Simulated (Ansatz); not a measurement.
Run this with the Ansatz DFT code, driven from Python and show what comes out.

The script, `mgcd3_lattice.py`:
```python
"""How the lattice of MgCd3 depends on the functional."""

import warnings

import ansatz as az
import numpy as np

def edges_and_angles(cell):
    cell = np.asarray(cell)
    a, b, c = np.linalg.norm(cell, axis=1)
    cosines = cell[1] @ cell[2] / (b * c), cell[0] @ cell[2] / (a * c), cell[0] @ cell[1] / (a * b)
    return (a, b, c, *np.degrees(np.arccos(cosines)))

warnings.simplefilter("ignore", az.DeckWarning)

lattice = az.Lattice.of(
    (0.0, 3.540325, 3.540325),
    (3.540325, 0.0, 3.540325),
    (3.540325, 3.540325, 0.0),
)
sites = [
    ("Mg", (0.5, 0.5, 0.5)),
    ("Cd", (0.0, 0.0, 0.0)),
    ("Cd", (0.25, 0.25, 0.25)),
    ("Cd", (0.75, 0.75, 0.75)),
]
structure = az.Crystal(lattice=lattice)
for symbol, position in sites:
    structure = structure.atom(symbol, position)

setup = structure.calculation()
setup = setup.occupations(az.OccupationsMethod.FERMI_DIRAC)
setup = setup.scf(tolerance=1e-10).kpoints(5, 5, 5)
setup = setup.relax(cell=True, force_tolerance=0.02)

levels = [("lda", "none"), ("blyp", "d3bj"), ("pbesol", "none")]
print("level            a       b       c    alpha   beta  gamma  V/atom  steps")
for name, dispersion in levels:
    seen = []
    run = setup.functional(name, dispersion=dispersion).session().plan()
    result = run.execute(on_event=lambda e: seen.append(e) if e["event"] == "relax_step" else None)
    cell = result.lattice.cell_ang
    label = name if dispersion == "none" else f"{name}+{dispersion}"
    print("{:13s} {:7.4f} {:7.4f} {:7.4f} {:6.2f} {:6.2f} {:6.2f}".format(label, *edges_and_angles(cell)), f"{abs(np.linalg.det(cell)) / len(result.lattice.sites):7.3f} {len(seen):5d}")
```

```console
$ python mgcd3_lattice.py
level            a       b       c    alpha   beta  gamma  V/atom  steps
lda            4.8252  4.8252  4.8252  60.00  60.00  60.00  19.859     5
blyp+d3bj      4.8933  4.8933  4.8933  60.00  60.00  60.00  20.713     3
pbesol         4.9022  4.9022  4.9022  60.00  60.00  60.00  20.825     5
```

From smallest to largest: LDA (19.86 Å³ an atom, -10.5 % against the start), BLYP+D3BJ (20.71 Å³ an atom, -6.6 % against the start) and PBEsol (20.83 Å³ an atom, -6.1 % against the start). The spread is 4.9 % in volume.

Forces vanish by symmetry, so the ions can't move, and the end may be a saddle. BLYP and dispersion corrections can be off by several per cent in the lattices of metals, and by several GPa in the pressure at a fixed cell. The mesh is modest for a metal, so energies can be off by several to tens of meV an atom and pressures by half a GPa or more; differences at equal mesh fare better. Edges and angles are those of the cell as typed, here a primitive one, not of the conventional cell. The structure comes from a database of computed cells and needn't be a stable or known phase. It ran for 33 s on 1 thread of Arm Neoverse V1, on a shared host, peak memory 0.44 GiB.
